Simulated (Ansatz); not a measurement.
# Cs2TlHgF6: a single point and what it writes

The system is Cs2TlHgF6, a known structure type filled with other elements, at an estimated volume. Wanted, at the geometry given: its forces and stress, its levels, and how its atoms share the electrons.

Computed, not measured: Ansatz 0.2.0, DFT, PBEsol, no spin polarisation, plane waves, PAW.

## (1) Geometry

The structure is cubic, space group Fm-3m (No. 225). Conventional cell: a = 9.551 Å, b = 9.551 Å, c = 9.551 Å, α = 90.00°, β = 90.00°, γ = 90.00°. Tl (site symmetry m-3m) is surrounded by 6 F at 2.58 Å. Around Cs (site symmetry -43m) lie 12 F at 3.38 Å. Around F (site symmetry 4mm) lie 1 Hg at 2.20 Å and 1 Tl at 2.58 Å. Around Hg (site symmetry m-3m) lie 6 F at 2.20 Å.

Symmetry-reduced, conventional setting; the input below types the cell that was run:

```cif
data_structure
_symmetry_space_group_name_H-M 'Fm-3m'
_symmetry_Int_Tables_number 225
_cell_length_a 9.5511
_cell_length_b 9.5511
_cell_length_c 9.5511
_cell_angle_alpha 90.000
_cell_angle_beta 90.000
_cell_angle_gamma 90.000
_cell_volume 871.28
loop_
_atom_site_label
_atom_site_type_symbol
_atom_site_symmetry_multiplicity
_atom_site_Wyckoff_symbol
_atom_site_fract_x
_atom_site_fract_y
_atom_site_fract_z
_atom_site_occupancy
Tl1 Tl 4 b 0.50000 0.00000 0.00000 1
Cs1 Cs 8 c 0.25000 0.75000 0.75000 1
F1 F 24 e 0.23000 0.00000 0.00000 1
Hg1 Hg 4 a 0.00000 0.00000 0.00000 1
```

It is a restart: the density comes from an earlier run on this cell.

## (2) The calculation

input.yaml reads:

```yaml
crystal:
  lattice:
    - [0.0, 4.77554, 4.77554]
    - [4.77554, 0.0, 4.77554]
    - [4.77554, 4.77554, 0.0]
  atoms:
    - { symbol: Tl, position: [0.5, 0.5, 0.5] }
    - { symbol: Cs, position: [0.25, 0.25, 0.25] }
    - { symbol: Cs, position: [0.75, 0.75, 0.75] }
    - { symbol: F, position: [0.77, 0.23, 0.23] }
    - { symbol: F, position: [0.23, 0.77, 0.23] }
    - { symbol: F, position: [0.23, 0.77, 0.77] }
    - { symbol: F, position: [0.77, 0.23, 0.77] }
    - { symbol: F, position: [0.23, 0.23, 0.77] }
    - { symbol: F, position: [0.77, 0.77, 0.23] }
    - { symbol: Hg, position: [0.0, 0.0, 0.0] }
  symmetry: { tolerance: 0.0003 }
kpoints:
  mp_grid: { grid: [6, 6, 6], shift: [0, 0, 0] }
  band_path:
    path:
      - [0.0, 0.0, 0.0]
      - [0.5, 0.0, 0.5]
      - [0.625, 0.25, 0.625]
      - [0.375, 0.375, 0.75]
      - [0.0, 0.0, 0.0]
      - [0.5, 0.5, 0.5]
      - [0.5, 0.25, 0.75]
      - [0.5, 0.0, 0.5]
    npoints: 8
magnetization:
  spin_polarized: false
scf:
  occupations: { method: fermi_dirac, width: 0.0499 }
  lower_state_search: "off"
  max_iter: 200
hamiltonian:
  pseudopotentials: { kind: paw }
  xc: pbesol
basis:
  ecutwfc: 420
  fft_grid_basis: typed
output:
  forces: true
  stress: true
  eigenvalues: true
  bader: true
  populations: true
  elf: true
  write_potential: true
  volumetric_format: npy
  dos:
    e_range: [-12, 8]
    de: 0.05
    projected: { site_lists: { Cs: [Cs], F: [F], Hg: [Hg], Tl: [Tl] } }
checkpoint:
  read: saved_state
```

Log, cut to the lines that bear on the results:

```text
Warning: checkpoint.read: basis.xc_grid differs: saved 1, current 2 (points along each axis for each point of the dense box; where the key is left out runs that use forces, runs that use the stress, dielectric runs by a finite field, finite-displacement phonons, runs of [...]
Warning: RAYON_NUM_THREADS=1 ignored (pool sized by the plan → 1); use --threads N
[...]
Pseudopotentials: kind: paw
Pseudopotential: Tl, paw, valence charge 13, recommended cutoff 420 eV (normal), Tl.paw.azcp
Pseudopotential: Cs, paw, valence charge 9, recommended cutoff 420 eV (normal), Cs.paw.azcp
Pseudopotential: F, paw, valence charge 7, recommended cutoff 420 eV (normal), F.paw.azcp
Pseudopotential: Hg, paw, valence charge 20, recommended cutoff 420 eV (normal), Hg.paw.azcp
Functional definition: PBEsol
[...]
Crystal: 10 atoms, lattice volume = 217.820 Å³
Basis set: ecut = 420 eV, 4279 PW (Γ), exchange–correlation on 96×96×96 points (8 copies of the dense FFT grid, shifted against one another)
Bands: 57, of which v1, the nominal top of the filled ones, is band 47 counted from 1 (46 counted from 0)
Symmetry: 48 space group operations
Space group: Fm-3m (ITA 225), of the structure as read, at distance tolerance 1.8e-3 Å
k-points: 16 of 216
[...]
SCF iter   1: F=—  HF=-40941.372367 eV  |F-HF|=—  |Δ(HF+E_count)|=         —  Δρ=1.32e-3  dr2=5.39e-4  ethr=5.68e-7  ⟨swp⟩=3.0  Hψ=6340  notcnv=0
[...]
SCF iter   6: F=-40941.375928 eV  HF=-40941.375928 eV  |F-HF|=3.25e-8  |Δ(HF+E_count)|=   9.65e-7  Δρ=3.20e-6  dr2=2.51e-8  ethr=1.08e-10  ⟨swp⟩=8.5  Hψ=6825  notcnv=0
[...]
NSCF: frozen V_eff on 57 k-points
SCF converged after 6 iterations
Free energy (F): -40941.375928 eV
[...]
E sigma→0 (E₀):  -40941.370330 eV
Entropy (-TS):   -0.011195 eV (-1.119 meV/atom)
Fermi energy:    4.263694 eV
[...]
--- Forces (eV/Å), atoms counted from 1 ---
  atom   1  Tl     0.00000000    -0.00000000     0.00000000
  atom   2  Cs     0.00000000    -0.00000000    -0.00000000
  atom   3  Cs    -0.00000000    -0.00000000     0.00000000
  atom   4  F      0.83483083     0.00000000    -0.00000000
  atom   5  F     -0.00000000     0.83483083    -0.00000000
  atom   6  F     -0.83483083    -0.00000000     0.00000000
  atom   7  F      0.00000000    -0.83483083    -0.00000000
  atom   8  F      0.00000000     0.00000000     0.83483083
[...]
--- Stress (GPa, compression-positive) ---
       -1.828908      -0.000000       0.000000
       -0.000000      -1.828908      -0.000000
       -0.000000      -0.000000      -1.828908
  P = ⅓ Tr σ = -1.8289 GPa (-18.289 kbar)
--- Band table (eV; the first three rows and the last of 16) ---
[...]
--- Löwdin populations: 10 sites ---
  site symbol       q [e]
     0     Tl     12.3703
     1     Cs      8.1203
     2     Cs      8.1203
     3      F      7.6018
     4      F      7.6018
     5      F      7.6018
     6      F      7.6018
     7      F      7.6018
     8      F      7.6018
     9     Hg     18.4160
  spilling = 0.003898 (of n_electrons = 93.000000)
--- Bader charges: 10 sites ---
  site symbol  charge [e]  shift [e]
     0     Tl      1.0821     0.0000
     1     Cs      0.9107     0.0000
     2     Cs      0.9107     0.0000
     3      F     -0.7082     0.0006
     4      F     -0.7082     0.0006
     5      F     -0.7082     0.0006
     6      F     -0.7082     0.0006
     7      F     -0.7082     0.0006
     8      F     -0.7082     0.0006
     9     Hg      1.3454     0.0036
  estimated error of the sums over rays = 3.4e-4 e
```

It took 87 s on 1 thread of an x86-64 CPU, shared host; peak memory 0.78 GiB.

## (3) Forces and stress

Sizes of the largest forces and where they point against the nearest neighbour:

| atom | force (eV/Å) | nearest | distance (Å) | direction |
| --- | --- | --- | --- | --- |
| F5 | 0.835 | Hg10 | 2.20 | away from it |
| F6 | 0.835 | Hg10 | 2.20 | away from it |
| F8 | 0.835 | Hg10 | 2.20 | away from it |
| F4 | 0.835 | Hg10 | 2.20 | away from it |
| F7 | 0.835 | Hg10 | 2.20 | away from it |
| F9 | 0.835 | Hg10 | 2.20 | away from it |

Principal stresses (compression positive): -1.83, -1.83, -1.83 GPa; their mean, the pressure, is -1.83 GPa.

## (4) Bands along the path

bands.tsv at the labelled points (eV, zero at the Fermi level):

| point | band 45 | band 46 | band 47 |
| --- | --- | --- | --- |
| Γ | -1.96 | -0.61 | -0.61 |
| X | -2.05 | -0.61 | 0.63 |
| U | -2.05 | -0.80 | 0.47 |
| K | -2.05 | -0.80 | 0.47 |
| Γ | -1.96 | -0.61 | -0.61 |
| L | -1.02 | -1.02 | -0.61 |
| W | -2.06 | -0.89 | 0.51 |
| X | -2.05 | -0.61 | 0.63 |

The same bands between the corners:

```
distance (1/Å)  band 47
          0.00    -0.61
          0.16    -0.61
          0.33    -0.34
          0.49     0.34
          0.66     0.63
          0.72     0.62
          0.77     0.59
          0.83     0.54
          0.89     0.47
          0.99     0.42
          1.09     0.41
          1.19     0.42
          1.29     0.47
          1.47     0.09
          1.64    -0.45
          1.82    -0.64
          1.99    -0.61
          2.13    -0.67
          2.28    -0.81
          2.42    -0.76
          2.56    -0.61
          2.68    -0.28
          2.79     0.12
          2.91     0.41
          3.03     0.51
          3.11     0.53
          3.19     0.57
          3.27     0.61
          3.35     0.63
```

## (5) Total and projected density of states

States per cell by energy window, from dos.tsv and pdos.tsv (tetrahedra; eV from the Fermi level):

| from | to | total | Cs p | F p | Hg d |
| --- | --- | --- | --- | --- | --- |
| -4.5 | -4.0 | 1.01 | 0.02 | 0.67 | 0.07 |
| -4.0 | -3.5 | 2.81 | 0.03 | 2.58 | 0.01 |
| -3.5 | -3.0 | 1.26 | 0.01 | 1.17 | 0.01 |
| -3.0 | -2.5 | 4.18 | 0.04 | 3.73 | 0.08 |
| -2.5 | -2.0 | 20.05 | 0.22 | 18.32 | 1.09 |
| -2.0 | -1.5 | 1.29 | 0.00 | 0.75 | 0.22 |
| -1.5 | -1.0 | 0.48 | 0.00 | 0.24 | 0.08 |
| -1.0 | -0.5 | 2.26 | 0.00 | 1.34 | 0.75 |
| -0.5 | 0.0 | 0.68 | 0.00 | 0.35 | 0.11 |
| 0.0 | 0.5 | 0.97 | 0.00 | 0.51 | 0.15 |
| 0.5 | 1.0 | 0.09 | 0.00 | 0.05 | 0.01 |
| 1.0 | 1.5 | 0.00 | 0.00 | 0.00 | 0.00 |
| 1.5 | 2.0 | 0.00 | 0.00 | 0.00 | 0.00 |
| 2.0 | 2.5 | 0.00 | 0.00 | 0.00 | 0.00 |
| 2.5 | 3.0 | 0.00 | 0.00 | 0.00 | 0.00 |
| 3.0 | 3.5 | 0.26 | 0.00 | 0.04 | 0.00 |

## (6) How the electrons are shared

Gathered by element (positive charge: electrons given up): Löwdin charges also hold the electrons that the projection spills.

| element | atoms | Bader charge (e) | Bader volume (Å³) | Löwdin charge (e) |
| --- | --- | --- | --- | --- |
| Tl | 1 | +1.08 | 24.9 | +0.63 |
| Cs | 2 | +0.91 | 37.3 | +0.88 |
| F | 6 | -0.71 | 17.0 | -0.60 |
| Hg | 1 | +1.35 | 16.5 | +1.58 |

Löwdin charges rest on a small set of atomic orbitals that misses 0.4 % of the electrons, so they need not add up to the cell's charge and can differ from Bader's even in sign.

## (7) Fields in real space

Maps in the plane spanned by b and c at height 0.250 along a (axes of the input's cell), one cell: b runs left to right (20 points from zero), c bottom to top (20 points), 60° apart. Inside the augmentation spheres the fields are the smooth ones.

Valence density. Ten steps from '0' (0.00 e/Å³) to '9' (11.20 e/Å³), finer at the low end (step k begins (100^(k/10) - 1)/99 of the way up):
```
11111000000011111111
12343210000123432111
12467521000125764211
12489852000025898421
01369973100013799631
00147874211112478741
00013553211111235531
00001222111111112221
00000011001111100110
01111000000111100000
12333210000011100000
13444431000012210000
13455543100123432100
13453354310125775210
02453035420025898520
01345335431013799731
00134555431001468641
00013444431000134431
00001233321000012221
00000011110000001111
```

ELF. Ten even steps from '0' (0.00) to '9' (0.89):
```
01342000100024310111
02687510000157862011
02899961000169998201
02887885000058878820
01697687100017867961
00389888201102888983
00047987201210278974
00002565101221015652
00000011001222100110
03553000000111100000
37999730000000000000
69999996100012210001
69987899600157875100
39970179930168888610
07981018970059868950
03997107993027977972
00599878995004898984
00059999995000368863
00003799973000012221
00000036630000000000
```

Atoms within 0.2 Å of the plane, in fractions of b and c: Cs at (0.25, 0.25), F at (0.77, 0.23), F at (0.77, 0.77), F at (0.23, 0.77).

Scans along the contacts give these minima of the density:

| contact | length (Å) | minimum at (fraction) | density (e/Å³) | ELF |
| --- | --- | --- | --- | --- |
| F4–Hg10 | 2.197 | 0.45 | 0.519 | 0.15 |
| Tl1–F4 | 2.579 | 0.55 | 0.224 | 0.11 |
| Cs2–F4 | 3.382 | 0.55 | 0.048 | 0.02 |

```
fraction  F4–Hg10  Tl1–F4  Cs2–F4
     0.2     4.67    3.89    1.15
     0.3     1.46    1.65   0.703
     0.4    0.606   0.585   0.209
     0.5    0.582    0.25  0.0618
     0.6     1.51   0.268  0.0589
     0.7     4.68   0.759   0.222
     0.8     9.65    3.13     1.3
```

(Smooth valence density in e/Å³ at fractions of each contact.)

## (8) Results

| quantity | value |
| --- | --- |
| largest force | 0.835 eV/Å on F |
| pressure | -1.8 GPa |
| formation energy (elements from separate runs) | -2.02 eV/atom |
| character | metal |
| density of states, mean within 0.25 eV of the Fermi level | 1.6 per eV per cell |
| Bader charges | Tl +1.08, Cs +0.91, F -0.71, Hg +1.35 e |

What this shows: It is a metal; within 0.25 eV of the Fermi level the density of states averages 1.6 per eV per cell, mostly F p (53 %), Tl s (27 %) and Hg d (15 %). F feels the largest force, 0.83 eV/Å, so the positions are not relaxed. Set against separate runs on the elements (Tl hcp, Cs bcc, F2 molecule, alpha-Hg (rhombohedral)), it forms at -2.02 eV per atom, which says nothing yet of rival compounds. The pressure of -1.8 GPa says the cell is too large.

Caveats: an odd count of electrons without spin polarisation forces a partly filled band.
